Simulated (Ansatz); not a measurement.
**AlAsH3N: vertical and adiabatic energies of changing the electron count from a Python script**

Wanted for AlAsH3N: vertical and adiabatic energies of changing the electron count.

All numbers are computed with the Python package of Ansatz 0.2.0. Level of theory: PBE/def2-SVP.

## Step 1: The structure

Bond lengths: N1–Al2 1.928 Å, N1–As3 1.851 Å, Al2–As3 2.408 Å, N1–H4 1.032 Å, Al2–H5 1.609 Å, As3–H6 1.558 Å. Angles: N1–Al2–As3 49.0°, N1–Al2–H5 147.7°, As3–Al2–H5 146.4°, Al2–N1–As3 79.1°, Al2–N1–H4 101.5°, As3–N1–H4 105.3°, N1–As3–Al2 51.8°, N1–As3–H6 96.8°, Al2–As3–H6 91.3°.

No structure file is read: the coordinates are typed or built in the script.

## Step 2: The script

File run_adiabatic.py:

```python
import itertools

import ansatz as az
from ase.data import atomic_numbers, covalent_radii
import numpy as np

geometry_ang = [
    ('N', [-0.4282, -1.0161, -0.3118]),
    ('Al', [0.4052, 0.6445, -0.8248]),
    ('As', [0.6453, -0.6944, 1.1616]),
    ('H', [-1.3707, -0.697, -0.0368]),
    ('H', [1.155, 1.4931, -1.9683]),
    ('H', [-0.3645, 0.2058, 1.9339]),
]
molecule = az.Crystal.molecule()
for symbol, xyz in geometry_ang:
    molecule = molecule.atom(symbol, xyz)

job = (
    molecule.calculation()
    .basis(gaussian='def2-SVP')
    .functional('pbe')
)
symbols = [site.symbol for site in molecule.cartesian_sites]
start = np.array([site.position_ang for site in molecule.cartesian_sites], dtype=float)
r = job.relax(force_tolerance=0.01).run().report
end = np.array(r['positions_ang'])

minimum = az.Crystal.molecule()
for symbol, place in zip(symbols, end):
    minimum = minimum.atom(symbol, place.tolist())
ion = (
    minimum.calculation()
    .basis(gaussian='def2-SVP')
    .functional('pbe')
    .charge(1)
    .spin('collinear', total=1)
)
vertical = ion.run().report
settled = ion.relax(force_tolerance=0.01, max_steps=80).run().report
print(f'vertical ionisation energy   {vertical["free_energy_ev"] - r["free_energy_ev"]:.3f} eV')
print(f'adiabatic, no zero point     {settled["free_energy_ev"] - r["free_energy_ev"]:.3f} eV')
print(f'relaxation energy of the ion {vertical["free_energy_ev"] - settled["free_energy_ev"]:.3f} eV')
ionised = np.array(settled['positions_ang'])
radius = [covalent_radii[atomic_numbers[s]] for s in symbols]
span = lambda where, i, j: np.linalg.norm(where[i] - where[j])
bonded = [(i, j) for i, j in itertools.combinations(range(len(symbols)), 2) if min(span(end, i, j), span(ionised, i, j)) < 1.2 * (radius[i] + radius[j])]
print('pair        before    after (A)')
for i, j in bonded:
    print(f'{symbols[i]}{i}-{symbols[j]}{j}'.ljust(10), f'{span(end, i, j):8.4f} {span(ionised, i, j):8.4f}')
for first, second in list(itertools.combinations(bonded, 2)):
    shared = set(first) & set(second)
    if shared and symbols[(j := shared.pop())] != 'H':
        i, k = sorted((set(first) | set(second)) - {j})
        u, v = ionised[i] - ionised[j], ionised[k] - ionised[j]
        angle = np.degrees(np.arccos(np.clip(u @ v / np.linalg.norm(u) / np.linalg.norm(v), -1, 1)))
        print(f'final angle {symbols[i]}{i}-{symbols[j]}{j}-{symbols[k]}{k}: {angle:.2f} deg')
```

## Step 3: Launch

On the command line:

```
> python run_adiabatic.py
```

Q: Predict the main results. Wanted: vertical ionisation energy; adiabatic ionisation energy, no zero point.

**Answer**, as computed:

| quantity | value |
| --- | --- |
| vertical ionisation energy | 8.267 eV |
| adiabatic ionisation energy, no zero point | 7.607 eV |
| runs compared | 3 |

**Reading.** The ionisation energy is a difference of two total energies at the neutral geometry; letting the ion relax lowers it by 0.66 eV. The dearest, run 3, took some 7.8 times as long as run 2. Run 1: The relaxation took 9 moves; the largest shift is 0.588 Å, of atom 4 (H). Run 3: The relaxation took 8 moves; the largest shift is 0.542 Å, of atom 6 (H). The energies are electronic: no zero-point or thermal terms, and the basis set is short of its limit. The product may relax into another structure. Each relaxation finds its nearest minimum, which needn't be the lowest.
